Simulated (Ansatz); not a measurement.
**GaAsH3 (doublet): wave-function methods side by side at a displaced geometry (v2), cc-pVDZ**

How much of the correlation energy of GaAsH3 (doublet) does each wave-function method recover here?

The runs use Ansatz 0.2.0, Gaussian basis; cc-pVDZ, core rule «outside noble gas», up to 28 orbitals frozen.

The runs, in order: UHF; CCSD(T) on ROHF; CCSD(T) on UHF; BCCD(T) on ROHF; CISD; CCSDT(Q) on ROHF; CCSDT(Q) on UHF.

28 further runs of the same task are left out: 14 that didn't finish, 14 set aside as unsound or not needed.

### Step 1. What is computed

The geometry is a PBE0/def2-TZVP stationary point (not a proven minimum) with its atoms shifted at random (size 0.100 Å). No spin-orbit coupling is included. The filled d shell of Ga, As may be among the frozen orbitals whatever the setting's name suggests; the logs give the count.

5 atoms, charge 0, spin multiplicity 2.

Atoms are counted from 1 here; the program's logs count them from 0.

Bond lengths: Ga1–As2 2.450 Å, Ga1–H3 1.626 Å, As2–H4 1.442 Å, As2–H5 1.415 Å. Angles: As2–Ga1–H3 116.9°, Ga1–As2–H4 91.8°, Ga1–As2–H5 100.1°, H4–As2–H5 99.1°.

### Step 2. UHF

File in.yaml:

```yaml
crystal:
  periodic: [false, false, false]
  atoms:
    - {symbol: Ga, position_ang: [0.065105, 0.050208, 1.271004]}
    - {symbol: As, position_ang: [-0.036104, -0.032205, -1.175718]}
    - {symbol: H, position_ang: [0.056069, -1.373540, 2.055446]}
    - {symbol: H, position_ang: [-1.187222, -0.900787, -1.144935]}
    - {symbol: H, position_ang: [-0.688770, 1.195076, -1.437876]}
basis:
  gaussian: {orbitals: cc-pVDZ}
magnetization: {spin_polarized: true, initial_magnetization: 1}
hamiltonian: {xc: hf}
output: {orbitals: {seedname: orbitals}}
```

Started as:

```bash
$ ansatz run in.yaml --threads 1 --pin off --events-out ev --progress --plain --max-ram 2393MiB
```

After this run come: CCSD(T) on ROHF; CCSD(T) on UHF; BCCD(T) on ROHF; CISD; CCSDT(Q) on ROHF; CCSDT(Q) on UHF.

Q: Predict the results of all the runs planned. Wanted: UCCSDT(Q) below the RHF energy; RMP2 from UCCSDT(Q); UMP2 from UCCSDT(Q); RCCSD from UCCSDT(Q); RCCSD(T) from UCCSDT(Q); UCCSD(T) from UCCSDT(Q); RCCSDT(Q) from UCCSDT(Q); T1 diagnostic.

The runs gave:

```
                         quantity                                                   value
   UCCSDT(Q) below the RHF energy                                              -5.5354 eV
              RMP2 from UCCSDT(Q)                                             +1136.2 meV
              UMP2 from UCCSDT(Q)                                             +1128.0 meV
             RCCSD from UCCSDT(Q)                                              +187.8 meV
          RCCSD(T) from UCCSDT(Q)                                               +40.8 meV
          UCCSD(T) from UCCSDT(Q)                                               +35.9 meV
         RCCSDT(Q) from UCCSDT(Q)                                                +5.2 meV
levels within 1 kcal/mol (43 meV)  RCCSD(T), UCCSD(T), BCCD(T), RCCSDT, UCCSDT, RCCSDT(Q)
                    T1 diagnostic                                                   0.022
```

What this shows: RCCSD(T) misses by +40.8 meV, 0.7 % of the correlation energy. These misses are within one basis, not against nature; the frozen cores of restricted and unrestricted runs differ, which can shift their rows.
